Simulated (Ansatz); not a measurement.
# C₂H₅GaO: basis-set convergence

An exercise on one series of results from a longer session: the logs are not shown, and one member is left open.

Method: one geometry, several basis sets; program: Ansatz 0.2.0, Gaussian basis.

Levels to be run: PBE0-D4/def2-SVP; ωB97M-V/def2-SVP; PBE0-D4/def2-QZVPP; ωB97M-V/def2-QZVPP; the functionals' def2-TZVPP values are taken from earlier runs.

### Structure used throughout

All runs share one geometry, relaxed beforehand with PBE0-D4 in a triple-zeta def2 set.

SMILES `[GaH2][CH]1CO1`, 9 atoms, charge 0, spin multiplicity 1.

Atoms are counted from 1 here; the program's logs count them from 0.

Bond lengths: Ga1–C2 1.969 Å, Ga1–H5 1.570 Å, Ga1–H6 1.568 Å, C2–C3 1.476 Å, C2–O4 1.443 Å, C2–H7 1.090 Å, C3–O4 1.401 Å, C3–H8 1.089 Å, C3–H9 1.088 Å. Angles: C2–Ga1–H5 121.0°, C2–Ga1–H6 117.0°, H5–Ga1–H6 122.0°, Ga1–C2–C3 119.8°, Ga1–C2–O4 115.7°, Ga1–C2–H7 120.6°, C3–C2–O4 57.4°, C3–C2–H7 114.6°, O4–C2–H7 112.2°, C2–C3–O4 60.1°, C2–C3–H8 120.2°, C2–C3–H9 118.6°, O4–C3–H8 115.6°, O4–C3–H9 115.5°, H8–C3–H9 115.2°, C2–O4–C3 62.5°.

Coordinates:

```xyz
9
charge 0, multiplicity 1
Ga   -0.7515    1.1596   -0.9010
C     0.4946   -0.2543   -0.3312
C     0.4069   -0.8005    1.0371
O    -0.1021   -1.5355   -0.0417
H    -0.2788    2.3188   -1.8479
H    -2.2166    1.0832   -0.3473
H     1.4751   -0.3520   -0.7976
H    -0.3347   -0.4146    1.7346
H     1.3072   -1.2047    1.4950
```

The first run:

Contents of in.yaml:

```yaml
crystal:
  periodic: [false, false, false]
  atoms:
    - {symbol: Ga, position_ang: [-0.751464, 1.159614, -0.900983]}
    - {symbol: C, position_ang: [0.494567, -0.254276, -0.331172]}
    - {symbol: C, position_ang: [0.406912, -0.800461, 1.037073]}
    - {symbol: O, position_ang: [-0.102112, -1.535490, -0.041705]}
    - {symbol: H, position_ang: [-0.278840, 2.318777, -1.847937]}
    - {symbol: H, position_ang: [-2.216625, 1.083163, -0.347285]}
    - {symbol: H, position_ang: [1.475051, -0.352036, -0.797613]}
    - {symbol: H, position_ang: [-0.334691, -0.414563, 1.734608]}
    - {symbol: H, position_ang: [1.307192, -1.204719, 1.495013]}
basis:
  gaussian: {orbitals: def2-SVP}
hamiltonian: {xc: pbe0, dispersion: d4}
output: {orbitals: {seedname: orbitals}}
```

The run is started by

```bash
$ ansatz run in.yaml --threads 2 --pin off --events-out ev --progress --plain --max-ram 4352MiB
```

Among the steps run: PBE0-D4 in def2-SVP; ωB97M-V in def2-SVP; PBE0-D4 in def2-QZVPP; ωB97M-V in def2-QZVPP.

One table of the session follows, with a row left open; its other results are not shown here.

It belongs to the step «Density functionals: the series». 

```
functional       basis  HOMO (eV)  LUMO (eV)
   PBE0-D4    def2-SVP      -7.25      -1.67
   PBE0-D4  def2-TZVPP      -7.36      -1.70
   PBE0-D4  def2-QZVPP      -7.38      -1.74
   ωB97M-V    def2-SVP      -9.54       0.04
   ωB97M-V  def2-TZVPP          ?          ?
   ωB97M-V  def2-QZVPP      -9.69      -0.19
```

**Question.** Estimate the row for ωB97M-V, def2-TZVPP.

**Answer.** HOMO (eV): -9.66; LUMO (eV): -0.02. In the column «HOMO (eV)» it lies between ωB97M-V, def2-QZVPP (-9.69) and ωB97M-V, def2-SVP (-9.54).
